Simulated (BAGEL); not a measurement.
# doublet B2NH4Cl+ at 5 levels

Aim: a comparison of 5 runs (UHF/STO-3G, UHF/3-21G, ROHF/6-31G*, ROHF/def2-SVPD, UHF/def2-SVPD) of doublet B2NH4Cl+. 

The results are computed with BAGEL 1.2.2.

3 further runs of the same task are left out: 2 that didn't finish, 1 set aside as unsound or not needed.

**1. The molecule**

B2NH4Cl+: 8 atoms, total charge +1, spin state doublet. As SMILES of the parent species, `NBBCl`. The shape is that of a GFN2-xTB optimisation. This is one conformer, not always the lowest. That shape belongs to the parent species and isn't relaxed for this state.

Bond lengths: N1–B2 1.383 Å, B2–B3 1.670 Å, B3–Cl4 1.709 Å, N1–H5 1.007 Å, N1–H6 1.007 Å, B2–H7 1.181 Å, B3–H8 1.181 Å. Angles: N1–B2–B3 124.6°, B2–B3–Cl4 122.2°, N1–B2–H7 115.3°, B3–B2–H7 120.1°, B2–N1–H5 123.9°, B2–N1–H6 124.1°, B2–B3–H8 123.8°, Cl4–B3–H8 113.8°, H5–N1–H6 112.0°.

**2. A single-point energy at UHF/STO-3G (density fitting with qzvpp-jkfit) (run 1)**

The input, calc.json:

```json
{ "bagel": [

{
  "title": "molecule",
  "basis": "sto-3g",
  "df_basis": "qzvpp-jkfit",
  "angstrom": "true",
  "geometry": [
    { "atom": "N", "xyz": [    0.819700,    0.828480,    0.721530 ] },
    { "atom": "B", "xyz": [    0.253870,    0.274990,   -0.412700 ] },
    { "atom": "B", "xyz": [   -0.794980,   -1.024820,   -0.411170 ] },
    { "atom": "Cl", "xyz": [   -2.484420,   -0.833070,   -0.240220 ] },
    { "atom": "H", "xyz": [    1.455950,    1.609070,    0.707580 ] },
    { "atom": "H", "xyz": [    0.637320,    0.506870,    1.658540 ] },
    { "atom": "H", "xyz": [    0.569610,    0.780820,   -1.431960 ] },
    { "atom": "H", "xyz": [   -0.457030,   -2.142340,   -0.591600 ] }
  ]
},
{
  "title": "uhf",
  "charge": 1,
  "nopen": 1
},
{
  "title": "print",
  "file": "orbitals.molden",
  "orbitals": "true"
}

]}
```

Launch:

```sh
$ BAGEL_NUM_THREADS=1 BAGEL calc.json > calc.out
```

What it wrote:

```text
* using 1 threads per process

  ===============================================================
  ===============================================================

  *** Geometry ***

  { "atom" : "N", "xyz" : [      1.549009,      1.565600,      1.363494 ] },
  { "atom" : "B", "xyz" : [      0.479745,      0.519656,     -0.779890 ] },
  { "atom" : "B", "xyz" : [     -1.502294,     -1.936629,     -0.776999 ] },
  { "atom" : "Cl", "xyz" : [     -4.694873,     -1.574274,     -0.453950 ] },
  { "atom" : "H", "xyz" : [      2.751347,      3.040702,      1.337132 ] },
  { "atom" : "H", "xyz" : [      1.204360,      0.957845,      3.134186 ] },
  { "atom" : "H", "xyz" : [      1.076407,      1.475536,     -2.706012 ] },
  { "atom" : "H", "xyz" : [     -0.863662,     -4.048436,     -1.117962 ] },

  Number of auxiliary basis functions:      427

  Since a DF basis is specified, we compute 2- and 3-index integrals:
    o Being stored without compression. Storage requirement is 0.003 GB

  Number of basis functions:       28
  Number of electrons      :       38

    * METHOD: MOLECULE                             0.12

  *** Open-shell HF ***

  === Nuclear Repulsion ===
   118.4945033351

      * DIIS with orbital gradients will be used.

  === UHF iteration (sto-3g) ===
      0       -559.00292753          0.03628014           0.03
      1       -559.10240630          0.01868929           0.03
      2       -559.12099006          0.00816415           0.03
      3       -559.12564341          0.00154533           0.03
      4       -559.12632002          0.00097872           0.03
      5       -559.12662490          0.00076193           0.03
      6       -559.12715394          0.00055487           0.03
      7       -559.12750024          0.00039750           0.03
      8       -559.12774512          0.00022599           0.03
      9       -559.12778793          0.00017391           0.03
     10       -559.12785235          0.00006164           0.03
     11       -559.12786090          0.00002365           0.03
     12       -559.12786273          0.00001018           0.03
     13       -559.12786341          0.00000549           0.03
     14       -559.12786380          0.00000359           0.03
     15       -559.12786406          0.00000236           0.03
     16       -559.12786419          0.00000154           0.03
     17       -559.12786424          0.00000095           0.03
     18       -559.12786425          0.00000042           0.03
     19       -559.12786425          0.00000024           0.03
     20       -559.12786425          0.00000017           0.03
     21       -559.12786425          0.00000011           0.03
     22       -559.12786425          0.00000008           0.03
     23       -559.12786425          0.00000007           0.03
     24       -559.12786425          0.00000007           0.03
     25       -559.12786425          0.00000006           0.03
     26       -559.12786425          0.00000005           0.03
     27       -559.12786425          0.00000003           0.03
     28       -559.12786425          0.00000002           0.03
     29       -559.12786425          0.00000001           0.03
     30       -559.12786425          0.00000001           0.03
    * SCF iteration converged.

    * S^2 (UHF) is 0.7581

    * Permanent dipole moment:
           (   -0.786159,     0.157959,    -0.189524) a.u.

    * METHOD: UHF                                  0.99

    * METHOD: PRINT                                0.00

  ===============================================================
```

Run time: 1.3 s. Hardware: 1 thread of Arm Neoverse V2, shared host.

**3. The energy at UHF/3-21G (density fitting with qzvpp-jkfit) (run 2)**

The input, input.json:

```json
{ "bagel" : [

{
  "title" : "molecule",
  "basis" : "3-21g",
  "df_basis" : "qzvpp-jkfit",
  "angstrom" : true,
  "geometry" : [
    { "atom" : "N", "xyz" : [    0.819700,    0.828480,    0.721530 ] },
    { "atom" : "B", "xyz" : [    0.253870,    0.274990,   -0.412700 ] },
    { "atom" : "B", "xyz" : [   -0.794980,   -1.024820,   -0.411170 ] },
    { "atom" : "Cl", "xyz" : [   -2.484420,   -0.833070,   -0.240220 ] },
    { "atom" : "H", "xyz" : [    1.455950,    1.609070,    0.707580 ] },
    { "atom" : "H", "xyz" : [    0.637320,    0.506870,    1.658540 ] },
    { "atom" : "H", "xyz" : [    0.569610,    0.780820,   -1.431960 ] },
    { "atom" : "H", "xyz" : [   -0.457030,   -2.142340,   -0.591600 ] }
  ]
},
{
  "title" : "uhf",
  "charge" : 1,
  "nopen" : 1
},
{
  "title" : "print",
  "file" : "orbitals.molden",
  "orbitals" : true
}

]}
```

Launch:

```sh
$ BAGEL_NUM_THREADS=1 BAGEL input.json > input.out
```

What it wrote:

```text
* using 1 threads per process

  ===============================================================
  ===============================================================

  *** Geometry ***

  { "atom" : "N", "xyz" : [      1.549009,      1.565600,      1.363494 ] },
  { "atom" : "B", "xyz" : [      0.479745,      0.519656,     -0.779890 ] },
  { "atom" : "B", "xyz" : [     -1.502294,     -1.936629,     -0.776999 ] },
  { "atom" : "Cl", "xyz" : [     -4.694873,     -1.574274,     -0.453950 ] },
  { "atom" : "H", "xyz" : [      2.751347,      3.040702,      1.337132 ] },
  { "atom" : "H", "xyz" : [      1.204360,      0.957845,      3.134186 ] },
  { "atom" : "H", "xyz" : [      1.076407,      1.475536,     -2.706012 ] },
  { "atom" : "H", "xyz" : [     -0.863662,     -4.048436,     -1.117962 ] },

  Number of auxiliary basis functions:      427

  Since a DF basis is specified, we compute 2- and 3-index integrals:
    o Being stored without compression. Storage requirement is 0.008 GB

  Number of basis functions:       48
  Number of electrons      :       38

    * METHOD: MOLECULE                             0.13

  *** Open-shell HF ***

  === Nuclear Repulsion ===
   118.4945033351

      * DIIS with orbital gradients will be used.

  === UHF iteration (3-21g) ===
      0       -562.40601418          0.04739355           0.05
      1       -562.50128163          0.02834032           0.06
      2       -562.52496240          0.01735474           0.06
      3       -562.53813605          0.00150222           0.06
      4       -562.53873085          0.00070630           0.06
      5       -562.53893069          0.00045787           0.05
      6       -562.53910293          0.00036788           0.05
      7       -562.53920465          0.00029500           0.05
      8       -562.53935110          0.00022752           0.06
      9       -562.53943622          0.00016521           0.05
     10       -562.53948103          0.00012127           0.06
     11       -562.53951776          0.00007999           0.05
     12       -562.53953683          0.00003601           0.05
     13       -562.53954084          0.00001814           0.06
     14       -562.53954202          0.00000944           0.06
     15       -562.53954230          0.00000662           0.05
     16       -562.53954246          0.00000408           0.05
     17       -562.53954254          0.00000301           0.06
     18       -562.53954258          0.00000207           0.05
     19       -562.53954260          0.00000109           0.05
     20       -562.53954261          0.00000069           0.06
     21       -562.53954261          0.00000032           0.06
     22       -562.53954261          0.00000019           0.05
     23       -562.53954261          0.00000012           0.06
     24       -562.53954261          0.00000009           0.06
     25       -562.53954261          0.00000006           0.05
     26       -562.53954261          0.00000003           0.06
     27       -562.53954261          0.00000002           0.06
     28       -562.53954261          0.00000001           0.06
    * SCF iteration converged.

    * S^2 (UHF) is 0.7663

    * Permanent dipole moment:
           (   -0.949769,     0.073623,    -0.235652) a.u.

    * METHOD: UHF                                  1.69

    * METHOD: PRINT                                0.00

  ===============================================================
```

Run time: 2 s. Hardware: 1 thread of Arm Neoverse V2, shared host.

**4. The energy at ROHF/6-31G(d) (density fitting with qzvpp-jkfit, spherical functions) (run 3)**

The input, job.json:

```json
{ "bagel" : [

{
  "title" : "molecule",
  "basis" : "6-31gs.json",
  "df_basis" : "qzvpp-jkfit",
  "angstrom" : true,
  "geometry" : [
    { "atom" : "N", "xyz" : [       0.819700,       0.828480,       0.721530 ] },
    { "atom" : "B", "xyz" : [       0.253870,       0.274990,      -0.412700 ] },
    { "atom" : "B", "xyz" : [      -0.794980,      -1.024820,      -0.411170 ] },
    { "atom" : "Cl", "xyz" : [      -2.484420,      -0.833070,      -0.240220 ] },
    { "atom" : "H", "xyz" : [       1.455950,       1.609070,       0.707580 ] },
    { "atom" : "H", "xyz" : [       0.637320,       0.506870,       1.658540 ] },
    { "atom" : "H", "xyz" : [       0.569610,       0.780820,      -1.431960 ] },
    { "atom" : "H", "xyz" : [      -0.457030,      -2.142340,      -0.591600 ] }
  ]
},

{ "title" : "rohf", "charge" : 1, "nopen" : 1 },

{ "title" : "print", "file" : "orbitals.molden", "orbitals" : true }

]}
```

The basis set 6-31G* is read from a file made from the Basis Set Exchange's data (not shown).

Launch:

```sh
$ BAGEL_NUM_THREADS=1 BAGEL job.json > job.out
```

What it wrote:

```text
* using 1 threads per process

  ===============================================================
  ===============================================================

  *** Geometry ***

  { "atom" : "N", "xyz" : [      1.549009,      1.565600,      1.363494 ] },
  { "atom" : "B", "xyz" : [      0.479745,      0.519656,     -0.779890 ] },
  { "atom" : "B", "xyz" : [     -1.502294,     -1.936629,     -0.776999 ] },
  { "atom" : "Cl", "xyz" : [     -4.694873,     -1.574274,     -0.453950 ] },
  { "atom" : "H", "xyz" : [      2.751347,      3.040702,      1.337132 ] },
  { "atom" : "H", "xyz" : [      1.204360,      0.957845,      3.134186 ] },
  { "atom" : "H", "xyz" : [      1.076407,      1.475536,     -2.706012 ] },
  { "atom" : "H", "xyz" : [     -0.863662,     -4.048436,     -1.117962 ] },

  Number of auxiliary basis functions:      427

  Since a DF basis is specified, we compute 2- and 3-index integrals:
    o Being stored without compression. Storage requirement is 0.016 GB

  Number of basis functions:       68
  Number of electrons      :       38

    * METHOD: MOLECULE                             0.16

  *** Open-shell HF ***

  === Nuclear Repulsion ===
   118.4945033351

      * DIIS with orbital gradients will be used.

  === ROHF iteration (6-31gs.json) ===
      0       -565.16067661          0.04081491           0.08
      1       -565.26995467          0.02432702           0.09
      2       -565.29915151          0.01486667           0.08
      3       -565.31672034          0.00171586           0.09
      4       -565.31744476          0.00072619           0.09
      5       -565.31771241          0.00040801           0.08
      6       -565.31781930          0.00021466           0.09
      7       -565.31788577          0.00013751           0.09
      8       -565.31791045          0.00011453           0.09
      9       -565.31792420          0.00008686           0.09
     10       -565.31793272          0.00005255           0.08
     11       -565.31795786          0.00003471           0.08
     12       -565.31796176          0.00001971           0.09
     13       -565.31797587          0.00001108           0.09
     14       -565.31797592          0.00000587           0.09
     15       -565.31797796          0.00000354           0.09
     16       -565.31797776          0.00000167           0.09
     17       -565.31797863          0.00000086           0.09
     18       -565.31797881          0.00000064           0.08
     19       -565.31797874          0.00000038           0.09
     20       -565.31797883          0.00000018           0.08
     21       -565.31797892          0.00000009           0.08
     22       -565.31797898          0.00000006           0.08
     23       -565.31797897          0.00000003           0.08
     24       -565.31797899          0.00000002           0.08
     25       -565.31797899          0.00000001           0.08
     26       -565.31797899          0.00000001           0.09
    * SCF iteration converged.

    * S^2 (ROHF) is 0.7500

    * Permanent dipole moment:
           (   -1.282246,    -0.137130,    -0.171731) a.u.

    * METHOD: ROHF                                 2.43

    * METHOD: PRINT                                0.01

  ===============================================================
```

It took 2.8 s on 1 thread of Arm Neoverse V2, shared host.

Run 4 isn't shown in full; the table further down has it.

**5. The energy at UHF/def2-SVPD (density fitting with qzvpp-jkfit) (run 5)**

The input, input.json:

```json
{ "bagel": [

{
  "title": "molecule",
  "basis": "def2-svpd.json",
  "df_basis": "qzvpp-jkfit",
  "angstrom": true,
  "geometry": [
    { "atom": "N", "xyz": [    0.819700,    0.828480,    0.721530 ] },
    { "atom": "B", "xyz": [    0.253870,    0.274990,   -0.412700 ] },
    { "atom": "B", "xyz": [   -0.794980,   -1.024820,   -0.411170 ] },
    { "atom": "Cl", "xyz": [   -2.484420,   -0.833070,   -0.240220 ] },
    { "atom": "H", "xyz": [    1.455950,    1.609070,    0.707580 ] },
    { "atom": "H", "xyz": [    0.637320,    0.506870,    1.658540 ] },
    { "atom": "H", "xyz": [    0.569610,    0.780820,   -1.431960 ] },
    { "atom": "H", "xyz": [   -0.457030,   -2.142340,   -0.591600 ] }
  ]
},
{
  "title": "uhf",
  "charge": 1,
  "nopen": 1
},
{
  "title": "print",
  "file": "orbitals.molden",
  "orbitals": true
}

]}
```

The basis set def2-SVPD is read from a file made from the Basis Set Exchange's data (not shown).

Launch:

```sh
$ BAGEL_NUM_THREADS=1 BAGEL input.json > input.out
```

What it wrote:

```text
* using 1 threads per process

  ===============================================================
  ===============================================================

  *** Geometry ***

  { "atom" : "N", "xyz" : [      1.549009,      1.565600,      1.363494 ] },
  { "atom" : "B", "xyz" : [      0.479745,      0.519656,     -0.779890 ] },
  { "atom" : "B", "xyz" : [     -1.502294,     -1.936629,     -0.776999 ] },
  { "atom" : "Cl", "xyz" : [     -4.694873,     -1.574274,     -0.453950 ] },
  { "atom" : "H", "xyz" : [      2.751347,      3.040702,      1.337132 ] },
  { "atom" : "H", "xyz" : [      1.204360,      0.957845,      3.134186 ] },
  { "atom" : "H", "xyz" : [      1.076407,      1.475536,     -2.706012 ] },
  { "atom" : "H", "xyz" : [     -0.863662,     -4.048436,     -1.117962 ] },

  Number of auxiliary basis functions:      427

  Since a DF basis is specified, we compute 2- and 3-index integrals:
    o Being stored without compression. Storage requirement is 0.048 GB

  Number of basis functions:      119
  Number of electrons      :       38

    * METHOD: MOLECULE                             0.21

  *** Open-shell HF ***

  === Nuclear Repulsion ===
   118.4945033351

      * DIIS with orbital gradients will be used.

  === UHF iteration (def2-svpd.json) ===
      0       -564.96939649          0.02819708           0.17
      1       -565.08945745          0.01805529           0.17
      2       -565.11812418          0.01047466           0.17
      3       -565.13374983          0.00131955           0.17
      4       -565.13469041          0.00043842           0.17
      5       -565.13490920          0.00024164           0.17
      6       -565.13501949          0.00010839           0.18
      7       -565.13505581          0.00006947           0.17
      8       -565.13507247          0.00004291           0.17
      9       -565.13508089          0.00003161           0.17
     10       -565.13508400          0.00002391           0.18
     11       -565.13508662          0.00001606           0.17
     12       -565.13508798          0.00001076           0.17
     13       -565.13508861          0.00000651           0.17
     14       -565.13508881          0.00000477           0.18
     15       -565.13508894          0.00000278           0.18
     16       -565.13508899          0.00000164           0.18
     17       -565.13508900          0.00000114           0.17
     18       -565.13508901          0.00000082           0.17
     19       -565.13508901          0.00000060           0.18
     20       -565.13508901          0.00000043           0.17
     21       -565.13508901          0.00000034           0.18
     22       -565.13508901          0.00000027           0.18
     23       -565.13508901          0.00000021           0.17
     24       -565.13508901          0.00000013           0.18
     25       -565.13508901          0.00000010           0.18
     26       -565.13508901          0.00000006           0.17
     27       -565.13508901          0.00000004           0.17
     28       -565.13508901          0.00000002           0.18
     29       -565.13508901          0.00000001           0.17
    * SCF iteration converged.

    * S^2 (UHF) is 0.7723

    * Permanent dipole moment:
           (   -1.016311,    -0.017928,    -0.139348) a.u.

    * METHOD: UHF                                  5.43

    * METHOD: PRINT                                0.02

  ===============================================================
```

It took 6 s on 1 thread of Arm Neoverse V2, shared host; peak memory 0.14 GiB.

**6. Overview of the runs**

| run | level | energy (Eh) | ⟨S²⟩ | wall time |
| --- | --- | --- | --- | --- |
| 1 | UHF/STO-3G (density fitting with qzvpp-jkfit) | -559.127864 | 0.758 | 1.3 s |
| 2 | UHF/3-21G (density fitting with qzvpp-jkfit) | -562.539543 | 0.766 | 2 s |
| 3 | ROHF/6-31G* (density fitting with qzvpp-jkfit, spherical functions) | -565.317979 | 0.750 | 2.8 s |
| 4 | ROHF/def2-SVPD (density fitting with qzvpp-jkfit) | -565.129192 | 0.750 | 5.7 s |
| 5 | UHF/def2-SVPD (density fitting with qzvpp-jkfit) | -565.135089 | 0.772 | 6 s |

**7. Outcome**

```
           quantity          value
run 5: total energy  -565.13509 Eh
        run 5: ⟨S²⟩          0.772
```

In words: In run 1 the basis is minimal, so the values are rough. All runs together took 18 s, the longest 6 s.
